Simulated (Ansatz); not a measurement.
# Cl2H3NOZr: basis-set convergence

An exercise on one series of results from a longer session: the logs are not shown, and one member is left open.

The runs use Ansatz 0.2.0, Gaussian basis; one geometry, several basis sets.

Levels to be run: PBE0-D4/def2-SVP; ωB97M-V/def2-SVP; PBE0-D4/def2-QZVPP; ωB97M-V/def2-QZVPP; the functionals' def2-TZVPP values are taken from earlier runs.

1 further run of the same task is left out (for a known fault of the program).

## Structure used throughout

An earlier PBE0-D4 in a triple-zeta def2 set relaxation fixed the geometry. Zr takes the def2 core potential; no spin-orbit term is included.

8 atoms, charge 0, spin multiplicity 1.

Atoms are counted from 1 here; the program's logs count them from 0.

Bond lengths: N1–Zr2 2.005 Å, N1–H6 1.012 Å, N1–H7 1.011 Å, Zr2–O3 1.895 Å, Zr2–Cl4 2.363 Å, Zr2–Cl5 2.363 Å, O3–H8 0.954 Å. Angles: Zr2–N1–H6 125.0°, Zr2–N1–H7 125.7°, H6–N1–H7 109.3°, N1–Zr2–O3 105.6°, N1–Zr2–Cl4 109.0°, N1–Zr2–Cl5 109.0°, O3–Zr2–Cl4 112.3°, O3–Zr2–Cl5 112.3°, Cl4–Zr2–Cl5 108.5°, Zr2–O3–H8 163.2°.

Set-up of the first run:

Contents of in.yaml:

```yaml
crystal:
  periodic: [false, false, false]
  atoms:
    - {symbol: N, position_ang: [-0.960405, 0.946476, 0.690050]}
    - {symbol: Zr, position_ang: [0.231330, -0.120365, -0.519619]}
    - {symbol: O, position_ang: [1.039186, -1.429202, 0.588064]}
    - {symbol: Cl, position_ang: [-1.076066, -1.080720, -2.237433]}
    - {symbol: Cl, position_ang: [1.820243, 1.323635, -1.506072]}
    - {symbol: H, position_ang: [-1.536939, 1.725217, 0.398449]}
    - {symbol: H, position_ang: [-1.081535, 0.795146, 1.682035]}
    - {symbol: H, position_ang: [1.564195, -2.160187, 0.904526]}
basis:
  gaussian: {orbitals: def2-SVP}
hamiltonian: {xc: pbe0, dispersion: d4}
output: {orbitals: {seedname: orbitals}}
```

Command:

```bash
$ ansatz run in.yaml --threads 2 --pin off --events-out ev --progress --plain --max-ram 32768MiB --backend cpu
```

Steps of the session up to this table: PBE0-D4 in def2-SVP; ωB97M-V in def2-SVP; PBE0-D4 in def2-QZVPP; ωB97M-V in def2-QZVPP.

One of the session's tables, all rows but one given; the rest of the session is left out.

It belongs to the step «Functionals by basis». 

```
functional       basis  HOMO (eV)
   PBE0-D4    def2-SVP          ?
   PBE0-D4  def2-TZVPP      -7.97
   PBE0-D4  def2-QZVPP      -8.00
   ωB97M-V    def2-SVP     -10.10
   ωB97M-V  def2-TZVPP     -10.26
   ωB97M-V  def2-QZVPP     -10.30
```

Estimate the missing values for PBE0-D4, def2-SVP.

The run gave: HOMO (eV): -7.84. In the column «HOMO (eV)» it is the highest.
